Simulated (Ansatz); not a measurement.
**CH8B2Si: a ladder of functionals and wavefunction methods**

An exercise on one series of results from a longer session: the logs are not shown, and one member is left open.

Program: Ansatz 0.2.0, Gaussian basis. Level of theory: functionals in def2-TZVPP, the program's frozen cores in correlated methods. These are calculated values, not measurements.

The runs, in order: LDA (SPW92), PBE-D4, revPBE-D4, BLYP-D4, r2SCAN-D4, B97M-V, PBE0-D4, B3LYP-D4, r2SCANh-D4, r2SCAN0-D4, HSE06-D4, BHLYP-D4, CAM-B3LYP-D4, LC-ωPBE, ωB97X-V, ωB97M-V, B2PLYP, PBE-QIDH; CCSD(T)/def2-SVP; CCSD(T)/def2-TZVPP; MP2/def2-QZVPP; extrapolation to the limit; RPA on PBE.

## Structure used throughout

The geometry comes from an earlier relaxation with PBE0-D4 in a triple-zeta def2 set; it is a stationary point, not always the lowest conformer.

12 atoms, charge 0, spin multiplicity 1.

Atoms are counted from 1 here; the program's logs count them from 0.

Bond lengths: B1–B2 1.539 Å, B1–Si4 2.121 Å, B1–H5 1.204 Å, B1–H6 1.204 Å, B2–C3 1.521 Å, C3–H7 1.095 Å, C3–H8 1.097 Å, C3–H9 1.092 Å, Si4–H10 1.492 Å, Si4–H11 1.486 Å, Si4–H12 1.492 Å. Angles: B2–B1–Si4 81.6°, B2–B1–H5 118.5°, B2–B1–H6 119.7°, Si4–B1–H5 101.2°, Si4–B1–H6 101.4°, H5–B1–H6 119.7°, B1–B2–C3 172.5°, B2–C3–H7 110.8°, B2–C3–H8 109.2°, B2–C3–H9 112.3°, H7–C3–H8 106.9°, H7–C3–H9 108.9°, H8–C3–H9 108.5°, B1–Si4–H10 116.1°, B1–Si4–H11 102.4°, B1–Si4–H12 115.6°, H10–Si4–H11 107.7°, H10–Si4–H12 106.6° and more.

Set-up of the first run:

Input file in.yaml:

```yaml
crystal:
  periodic: [false, false, false]
  atoms:
    - {symbol: B, position_ang: [0.148051, 1.496220, -0.277129]}
    - {symbol: B, position_ang: [-0.372559, 0.454909, 0.729793]}
    - {symbol: C, position_ang: [-0.805778, -0.710452, 1.605657]}
    - {symbol: Si, position_ang: [0.676365, -0.258729, -1.344038]}
    - {symbol: H, position_ang: [1.230217, 1.988964, -0.085408]}
    - {symbol: H, position_ang: [-0.618663, 2.019559, -1.043101]}
    - {symbol: H, position_ang: [-1.418509, -1.417757, 1.036479]}
    - {symbol: H, position_ang: [0.082616, -1.257213, 1.943647]}
    - {symbol: H, position_ang: [-1.365943, -0.383600, 2.484673]}
    - {symbol: H, position_ang: [1.651529, -1.166370, -0.671442]}
    - {symbol: H, position_ang: [1.334283, 0.291330, -2.558110]}
    - {symbol: H, position_ang: [-0.464606, -1.111961, -1.787021]}
basis:
  gaussian: {orbitals: def2-TZVPP}
hamiltonian: {xc: lda}
output: {orbitals: {seedname: orbitals}}
```

Among the steps run: LDA; PBE-D4 (GGA); revPBE-D4 (GGA); BLYP-D4 (GGA); r2SCAN-D4 (meta-GGA); B97M-V (meta-GGA); PBE0-D4 (hybrid); B3LYP-D4 (hybrid); r2SCANh-D4 (hybrid); r2SCAN0-D4 (hybrid); HSE06-D4 (hybrid); BHLYP-D4 (hybrid); CAM-B3LYP-D4 (range-separated); LC-ωPBE (range-separated); ωB97X-V (range-separated); ωB97M-V (range-separated); B2PLYP (double hybrid); PBE-QIDH (double hybrid).

One of the session's tables, all rows but one given; the rest of the session is left out.

It belongs to the step «Frontier levels by functional». 

```
  functional  HOMO (eV)  LUMO (eV)  gap (eV)
 LDA (SPW92)      -6.31      -2.66      3.66
      PBE-D4      -6.21      -2.48      3.73
   revPBE-D4      -6.16      -2.39      3.77
     BLYP-D4      -6.05      -2.33      3.72
   r2SCAN-D4      -6.40      -2.18      4.22
      B97M-V      -6.51      -2.19      4.31
     PBE0-D4      -7.24      -1.53      5.71
    B3LYP-D4          ?          ?         ?
  r2SCANh-D4      -6.78      -1.85      4.93
  r2SCAN0-D4      -7.36      -1.36      6.00
    HSE06-D4      -6.84      -1.91      4.93
    BHLYP-D4      -8.12      -0.47      7.65
CAM-B3LYP-D4      -8.46      -0.39      8.07
     LC-ωPBE      -9.76       0.76     10.52
     ωB97X-V      -9.43       0.67     10.10
     ωB97M-V      -9.28       0.46      9.73
```

Estimate the missing values for B3LYP-D4.

Worked estimate for «HOMO (eV)». Against the share of exact exchange, BLYP-D4 (0, -6.05), BHLYP-D4 (0.5, -8.12) give a slope of -4.14 per unit share; at 0.2 the line stands at -6.88.

**Answer.** HOMO (eV): -7.03; LUMO (eV): -1.74; gap (eV): 5.29. In «HOMO (eV)» the line misses by +0.15.
